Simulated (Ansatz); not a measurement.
# ScGa3Te: the cost of one run

Method: DFT PBE, scalar-relativistic, plane waves, PAW, in Ansatz 0.2.0.

2 further runs of the same task are left out: 2 that didn't finish.

### 1 The structure to begin with

It takes space group P-6m2 (No. 187, hexagonal). The conventional cell has a = 4.701 Å, b = 4.701 Å, c = 6.360 Å, α = 90.00°, β = 90.00°, γ = 120.00°. Sc (site symmetry -6m2) is surrounded by 9 Ga at 2.71 to 3.11 Å. Ga (site symmetry 3m) is surrounded by 5 Ga at 3.05 to 3.31 Å and 3 Sc at 3.11 Å and 3 Te at 3.18 Å. Around Ga (site symmetry -6m2) lie 3 Sc at 2.71 Å and 6 Ga at 3.11 Å and 2 Te at 3.18 Å. Te (site symmetry -6m2) has 8 Ga at 3.18 Å as nearest neighbours.

Coordinates:

```xyz
5
Lattice="4.7013 0.0000 0.0000 -2.3506 4.0714 0.0000 0.0000 0.0000 6.3599" Properties=species:S:1:pos:R:3 pbc="T T T"
Sc    0.0000    2.7143    3.1800
Ga    0.0000    0.0000    4.7049
Ga    0.0000    0.0000    1.6551
Ga    2.3506    1.3571    3.1800
Te    2.3506    1.3571    0.0000
```

The cell was relaxed beforehand at this level, from a database cell with other species swapped in; it needn't be the stable form of this composition. At a tolerance of 0.05 Å it has space group P-6m2 (No. 187); it has 24.35 Å³/atom, an uncorrected energy of +0.03 eV/atom over the elements.

### 2 Bands, states and charges

input.yaml reads:

```yaml
crystal:
  lattice:
    - [4.7012801659, 0.0, 0.0]
    - [-2.350640083, 4.071428054, 0.0]
    - [0.0, 0.0, 6.3599424692]
  atoms:
    - { symbol: Sc, position: [0.3333333333, 0.6666666667, 0.5] }
    - { symbol: Ga, position: [0.0, 0.0, 0.7397695575] }
    - { symbol: Ga, position: [0.0, 0.0, 0.2602304425] }
    - { symbol: Ga, position: [0.6666666667, 0.3333333333, 0.5] }
    - { symbol: Te, position: [0.6666666667, 0.3333333333, 0.0] }
basis:
  ecutwfc: 420
kpoints:
  mp_grid: { grid: [12, 12, 6] }
  band_path:
    path:
      - [[0.0, 0.0, 0.0], [0.5, 0.0, 0.0], [0.33333333, 0.33333333, 0.0], [0.0, 0.0, 0.0], [0.0, 0.0, 0.5], [0.5, 0.0, 0.5], [0.33333333, 0.33333333, 0.5], [0.0, 0.0, 0.5]]
      - [[0.5, 0.0, 0.5], [0.5, 0.0, 0.0]]
      - [[0.33333333, 0.33333333, 0.5], [0.33333333, 0.33333333, 0.0]]
    npoints: 14
hamiltonian:
  xc: pbe
scf:
  occupations: { method: gaussian, width: 0.1 }
  n_extra_bands: 12
output:
  forces: true
  stress: true
  eigenvalues: true
  populations: true
  dos: { projected: true, de: 0.02, nscf_kmesh: { grid: [15, 15, 8] } }
  bader: true
  write_density: true
  write_potential: true
  elf: true
  volumetric_format: npy
```

The run is started by

```
ansatz run input.yaml --threads 1 --pin off --max-ram 2560MiB --backend cpu --events-out ev --progress --plain --runs-dir out
```

What time and memory should one allow on 1 thread of Arm Neoverse V1, shared host?

About 3.4 min, with a peak of 0.73 GiB.
